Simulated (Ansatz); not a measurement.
**CH3NSn: energies of removing a hydrogen**

Wanted for CH3NSn: energies of removing a hydrogen.

Computed with the Python package of Ansatz 0.2.0. Level of theory: PBE0/x2c-TZVPPall.

**1. The structure**

Bond lengths: C1–N2 1.440 Å, C1–Sn3 2.032 Å, N2–Sn3 1.948 Å, C1–H4 1.052 Å, Sn3–H5 1.752 Å, Sn3–H6 1.764 Å. Angles: C1–N2–Sn3 72.0°, N2–C1–Sn3 65.7°, N2–C1–H4 150.6°, Sn3–C1–H4 143.7°, C1–Sn3–N2 42.4°, C1–Sn3–H5 117.9°, C1–Sn3–H6 117.8°, N2–Sn3–H5 108.5°, N2–Sn3–H6 108.4°, H5–Sn3–H6 124.0°.

The script reads ch3nsn.xyz:

```xyz
6

C     0.15170   -1.25250    0.10560
N    -1.15430   -0.67840   -0.09170
Sn    0.14300    0.77380   -0.05030
H     0.77540   -2.09160    0.22320
H     0.24400    1.47370   -1.65370
H    -0.11770    1.71110    1.42070
```

**2. The code**

File ch3nsn.py:

```python
import ansatz as az


def energy_of(molecule, charge=0, unpaired=0):
    calc = molecule.calculation().basis(gaussian="x2c-TZVPPall").functional("pbe0")
    if charge:
        calc = calc.charge(charge)
    if unpaired:
        calc = calc.spin("collinear", total=unpaired)
    report = calc.run(threads=1, pin="off").report
    if report["published_state_doubts"]:
        print("  doubts:", report["published_state_doubts"])
    return report["free_energy_ev"]

def without(molecule, index):
    rest = az.Crystal.molecule()
    for i, site in enumerate(molecule.cartesian_sites):
        if i != index:
            rest = rest.atom(site.symbol, site.position_ang)
    return rest

geometry = az.Crystal.molecule_from_extxyz("ch3nsn.xyz")

whole = energy_of(geometry, 0)
hydrogen = energy_of(az.Crystal.molecule().atom("H", (0, 0, 0)), 0, 1)
print(f"E(molecule) = {whole:.5f} eV, E(H) = {hydrogen:.5f} eV")
for index in [3, 5]:
    radical = energy_of(without(geometry, index), 0, 1)
    print(f"H{index}: homolysis {23.060548 * (radical + hydrogen - whole):.1f} kcal/mol")
```

**3. The calls as engine input**

The engine receives this input (first run):

```yaml
crystal:
  periodic: [false, false, false]
  atoms:
    - { symbol: C, position_ang: [0.1517, -1.2525, 0.1056] }
    - { symbol: "N", position_ang: [-1.1543, -0.6784, -0.0917] }
    - { symbol: Sn, position_ang: [0.143, 0.7738, -0.0503] }
    - { symbol: H, position_ang: [0.7754, -2.0916, 0.2232] }
    - { symbol: H, position_ang: [0.244, 1.4737, -1.6537] }
    - { symbol: H, position_ang: [-0.1177, 1.7111, 1.4207] }
basis:
  gaussian:
    orbitals: x2c-TZVPPall
hamiltonian:
  xc: pbe0
```

**4. Launch**

Command:

```
> python ch3nsn.py
```

Log:

```text
E(molecule) = -170636.60948 eV, E(H) = -13.63409 eV
H3: homolysis 81.2 kcal/mol
H5: homolysis 68.6 kcal/mol
```

It took 25 s on 1 thread of Intel Xeon Platinum 8488C (Sapphire Rapids), shared host; peak memory 0.49 GiB.

**5. What changed from run to run**

The engine's inputs for the other runs:

Run 2, against run 1:

```diff
@@ -4,6 +4 @@
-    - { symbol: C, position_ang: [0.1517, -1.2525, 0.1056] }
-    - { symbol: "N", position_ang: [-1.1543, -0.6784, -0.0917] }
-    - { symbol: Sn, position_ang: [0.143, 0.7738, -0.0503] }
-    - { symbol: H, position_ang: [0.7754, -2.0916, 0.2232] }
-    - { symbol: H, position_ang: [0.244, 1.4737, -1.6537] }
-    - { symbol: H, position_ang: [-0.1177, 1.7111, 1.4207] }
+    - { symbol: H, position_ang: [0.0, 0.0, 0.0] }
@@ -14,0 +10,3 @@
+magnetization:
+  spin_polarized: true
+  initial_magnetization: 1.0
```

Run 3, against run 1:

```diff
@@ -7 +6,0 @@
-    - { symbol: H, position_ang: [0.7754, -2.0916, 0.2232] }
@@ -14,0 +14,3 @@
+magnetization:
+  spin_polarized: true
+  initial_magnetization: 1.0
```

Run 4, against run 1:

```diff
@@ -9 +8,0 @@
-    - { symbol: H, position_ang: [-0.1177, 1.7111, 1.4207] }
@@ -14,0 +14,3 @@
+magnetization:
+  spin_polarized: true
+  initial_magnetization: 1.0
```

**6. What the script built**

Run 4 starts from these 5 atoms:

```xyz
5

C     0.152   -1.252    0.106
N    -1.154   -0.678   -0.092
Sn    0.143    0.774   -0.050
H     0.775   -2.092    0.223
H     0.244    1.474   -1.654
```

Lines on the test bed's own set-up are left out of the output.

**7. The engine's runs**

From the records of these 4 runs:

| run | system | unpaired or total moment | energy (eV) | <S²> | SCF cycles | CPU time (s) |
| --- | --- | --- | --- | --- | --- | --- |
| 1 | CH3NSn | not set | -170636.6095 | 0.00 | 17 | 3.4 |
| 2 | H | 1 | -13.6341 | 0.75 | 8 | 0.04 |
| 3 | CH2NSn | 1 | -170619.4546 | 0.76 | 25 | 7.2 |
| 4 | CH2NSn | 1 | -170619.9989 | 0.76 | 49 | 13 |

Totals carry meaning only in balanced differences at one level of theory.

**8. What came out**

| quantity | value |
| --- | --- |
| weakest bond to hydrogen among those tried (homolysis) | H5 (counted from 0), 68.6 kcal/mol |
| runs compared | 4 |

Atoms are numbered as in the script, from 0. The fragments aren't relaxed and zero-point energy is left out, so these aren't bond dissociation enthalpies. All 4 runs converged (8 to 49 cycles). Notes:
- The geometry is a force-field or estimated start, not a minimum of this method, and the basis set is short of its limit. All parts are taken at fixed geometry, without zero-point energy.
- The spin-orbit lowering of heavy atoms is left out.
